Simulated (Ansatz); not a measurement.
# GaPHCl (singlet): wave-function methods side by side at a displaced geometry (v2), cc-pVDZ

Aim: climb from Hartree-Fock through coupled cluster for GaPHCl (singlet) at one geometry and basis, and see what each rung misses.

Program: Ansatz 0.2.0, Gaussian basis. Level of theory: cc-pVDZ, core rule «outside noble gas», up to 24 orbitals frozen. These are calculated values, not measurements.

Plan: UHF; CCSD(T) on RHF; BCCD(T) on RHF; CISD; CCSDT(Q) on RHF.

12 further runs of the same task are left out: 6 that didn't finish, 6 set aside as unsound or not needed. Runs told in other sessions of the task aren't counted.

## (1) What is computed

The geometry is a PBE0/def2-TZVP stationary point (not a proven minimum) with its atoms shifted at random (size 0.100 Å). No spin-orbit coupling is included. The filled d shell of Ga may be among the frozen orbitals whatever the setting's name suggests.

4 atoms, charge 0, spin multiplicity 1.

Atoms are counted from 1 here; the program's logs count them from 0.

Bond lengths: Cl1–Ga2 2.106 Å, Ga2–P3 2.147 Å, P3–H4 1.384 Å. Angles: Cl1–Ga2–P3 172.9°, Ga2–P3–H4 81.4°.

## (2) UHF

File in.yaml:

```yaml
crystal:
  periodic: [false, false, false]
  atoms:
    - {symbol: Cl, position_ang: [0.064561, -0.288582, 2.610482]}
    - {symbol: Ga, position_ang: [-0.100286, -0.292326, 0.510659]}
    - {symbol: P, position_ang: [-0.023694, -0.396836, -1.631997]}
    - {symbol: H, position_ang: [0.059419, 0.977744, -1.489144]}
basis:
  gaussian: {orbitals: cc-pVDZ}
magnetization: {spin_polarized: true, initial_magnetization: 0}
hamiltonian: {xc: hf}
output: {orbitals: {seedname: orbitals}}
```

Run with:

```
$ ansatz run in.yaml --threads 1 --pin off --events-out ev --progress --plain --max-ram 2393MiB
```

The runs that follow: CCSD(T) on RHF; BCCD(T) on RHF; CISD; CCSDT(Q) on RHF.

Q: Predict the results of all the runs planned. Wanted: RCCSDT(Q) from the RHF energy; RMP2 from RCCSDT(Q); RCCSD from RCCSDT(Q); RCCSD(T) from RCCSDT(Q); T1 diagnostic.

The runs gave:

| quantity | value |
| --- | --- |
| RCCSDT(Q) from the RHF energy | -9.5648 eV |
| RMP2 from RCCSDT(Q) | +1255.4 meV |
| RCCSD from RCCSDT(Q) | +385.6 meV |
| RCCSD(T) from RCCSDT(Q) | +62.7 meV |
| levels within 1 kcal/mol (43 meV) | RCCSDT |
| T1 diagnostic | 0.017 |

In words: RCCSD(T) misses by +62.7 meV, 0.7 % of the correlation energy. These misses are within one basis, not against nature.
